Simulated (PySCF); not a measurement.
# CsRb: the cost of one run

The runs use PySCF 2.14.0, with density-fitted response routines of our own; the level of theory stands in each step. All values are computed, except where a source is named. Atoms count from 0, in the outputs and in this text.

**1. The molecule as given**

2 atoms, charge 0, multiplicity 1; geometry from: GFN2-xTB.

Bonds of the start (Å): .

**2. Geometry optimisation at PBE0-D3(BJ)/def2-TZVP**

What the job is given:

```
{"job": {"xc": "PBE0", "basis": "def2-TZVP", "d3": "d3bj", "grid": 2, "kind": "geom"}, "charge": 0, "multiplicity": 1}
Rb     0.000000     0.000000     0.000000
Cs     0.000000     0.000000     5.198470
```

Q: Estimate the wall time of this first job on 2 threads of Arm Neoverse N1, shared host.

About 9 s.
